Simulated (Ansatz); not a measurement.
**H5NOSSeSi: a ladder of functionals and wavefunction methods**

Aim: compute H5NOSSeSi with functionals from several rungs and with coupled cluster, and see how far each lands from CCSD(T) at the basis-set limit for the atomisation energy.

The runs use Ansatz 0.2.0, Gaussian basis; functionals in def2-TZVPP, the program's frozen cores in correlated methods.

Plan: LDA (SPW92), PBE-D4, revPBE-D4, BLYP-D4, r2SCAN-D4, B97M-V, PBE0-D4, B3LYP-D4, r2SCANh-D4, r2SCAN0-D4, HSE06-D4, BHLYP-D4, CAM-B3LYP-D4, LC-ωPBE, ωB97X-V, ωB97M-V, B2PLYP, PBE-QIDH; CCSD(T)/def2-SVP; CCSD(T)/def2-TZVPP; MP2/def2-QZVPP; extrapolation to the limit; RPA on PBE.

## Step 1: Structure used throughout

All runs share one geometry, relaxed beforehand with PBE0-D4 in a triple-zeta def2 set.

SMILES `N[Si](O)(S)[SeH]`, 10 atoms, charge 0, spin multiplicity 1.

Atoms are counted from 1 here; the program's logs count them from 0.

Bond lengths: N1–Si2 1.693 Å, N1–H6 1.006 Å, N1–H7 1.005 Å, Si2–O3 1.639 Å, Si2–S4 2.129 Å, Si2–Se5 2.292 Å, O3–H8 0.959 Å, S4–H9 1.345 Å, Se5–H10 1.469 Å. Angles: Si2–N1–H6 120.7°, Si2–N1–H7 121.5°, H6–N1–H7 113.3°, N1–Si2–O3 103.0°, N1–Si2–S4 111.0°, N1–Si2–Se5 117.8°, O3–Si2–S4 114.9°, O3–Si2–Se5 110.4°, S4–Si2–Se5 100.3°, Si2–O3–H8 115.2°, Si2–S4–H9 92.9°, Si2–Se5–H10 91.7°.

As a file:

```mol
H5NOSSeSi
  3D, bonds by distance, orders not assigned

 10  9  0  0  0  0  0  0  0  0999 V2000
   -0.3566    1.3701    0.3624 N   0  0
   -0.0407   -0.2429   -0.0419 Si  0  0
    0.8978   -0.7563    1.2001 O   0  0
   -1.8503   -1.3319   -0.3094 S   0  0
    0.9874   -0.6594   -2.0476 Se  0  0
    0.3291    1.9211    0.8514 H   0  0
   -1.0132    1.9239   -0.1598 H   0  0
    1.4177   -1.5426    1.0219 H   0  0
   -2.2023   -1.1973    0.9819 H   0  0
    1.9141    0.4642   -1.8562 H   0  0
  1  2  8  0
  2  3  8  0
  2  4  8  0
  2  5  8  0
  1  6  8  0
  1  7  8  0
  3  8  8  0
  4  9  8  0
  5 10  8  0
M  END
```

## Step 2: LDA

This LDA is Slater exchange with PW92 correlation.

in.yaml reads:

```yaml
crystal:
  periodic: [false, false, false]
  atoms:
    - {symbol: N, position_ang: [-0.356612, 1.370147, 0.362365]}
    - {symbol: Si, position_ang: [-0.040714, -0.242912, -0.041905]}
    - {symbol: O, position_ang: [0.897764, -0.756318, 1.200136]}
    - {symbol: S, position_ang: [-1.850251, -1.331944, -0.309383]}
    - {symbol: Se, position_ang: [0.987375, -0.659389, -2.047614]}
    - {symbol: H, position_ang: [0.329148, 1.921116, 0.851395]}
    - {symbol: H, position_ang: [-1.013199, 1.923946, -0.159773]}
    - {symbol: H, position_ang: [1.417651, -1.542639, 1.021914]}
    - {symbol: H, position_ang: [-2.202277, -1.197301, 0.981944]}
    - {symbol: H, position_ang: [1.914117, 0.464195, -1.856180]}
basis:
  gaussian: {orbitals: def2-TZVPP}
hamiltonian: {xc: lda}
output: {orbitals: {seedname: orbitals}}
```

Started as:

```bash
> ansatz run in.yaml --threads 4 --pin off --events-out ev --progress --plain --max-ram 10444MiB
```

After this run come: PBE-D4 (GGA); revPBE-D4 (GGA); BLYP-D4 (GGA); r2SCAN-D4 (meta-GGA); B97M-V (meta-GGA); PBE0-D4 (hybrid); B3LYP-D4 (hybrid); r2SCANh-D4 (hybrid); r2SCAN0-D4 (hybrid); HSE06-D4 (hybrid); BHLYP-D4 (hybrid); CAM-B3LYP-D4 (range-separated); LC-ωPBE (range-separated); ωB97X-V (range-separated); ωB97M-V (range-separated); B2PLYP (double hybrid); PBE-QIDH (double hybrid); CCSD(T) in def2-SVP; CCSD(T) in def2-TZVPP; MP2 in def2-QZVPP; RPA on PBE orbitals.

Q: Predict the results of all the runs planned. Wanted: atomisation energy, CCSD(T)/CBS; farthest beyond LDA; mean size of error, GGA; mean size of error, meta-GGA; mean size of error, hybrid; mean size of error, range-separated; mean size of error, double hybrid; gap, smallest and largest; T1 diagnostic.

As calculated:

```
                               quantity                                                                         value
        atomisation energy, CCSD(T)/CBS                                                                819.3 kcal/mol
functionals within 8.2 kcal/mol (1.0 %)  PBE-D4, BLYP-D4, r2SCAN-D4, B97M-V, B3LYP-D4, CAM-B3LYP-D4, ωB97X-V, ωB97M-V
                    farthest beyond LDA                                                     BHLYP-D4 (-35.0 kcal/mol)
                mean size of error, GGA                                                                  9.6 kcal/mol
           mean size of error, meta-GGA                                                                  3.2 kcal/mol
             mean size of error, hybrid                                                                 15.5 kcal/mol
    mean size of error, range-separated                                                                  6.1 kcal/mol
      mean size of error, double hybrid                                                                 17.7 kcal/mol
              gap, smallest and largest                                         4.69 eV (BLYP-D4), 11.78 eV (LC-ωPBE)
                          T1 diagnostic                                                                        0.0103
triples share of the correlation energy                                                                         3.9 %
```

LDA overbinds by 122.6 kcal/mol (15 %). PBE-D4 misses by +7.9 kcal/mol. Double hybrids carry the basis error of their MP2 part in triple zeta, and no dispersion term here, so their miss is partly the set-up's. The rungs meta-GGA, range-separated miss on average by less than the doubt on the reference (8.2 kcal/mol), so they tie. The reference freezes the cores and leaves out relativity and excitations past (T), and its outer-core shells are covered unevenly, so misses under about 8.2 kcal/mol can't be ranked. All levels share the lack of spin-orbit coupling, which lowers the free heavy atoms and so the true binding. Hartree-Fock recovers 67 % of the binding; the rest is correlation. CCSD(T) in def2-SVP is off by -84.9 kcal/mol, worse than the median functional, from the basis alone. Orbital gaps span 4.7 to 11.8 eV; exact exchange widens them. Correlated methods include outer-core shells of Se, which these sets cover unevenly.
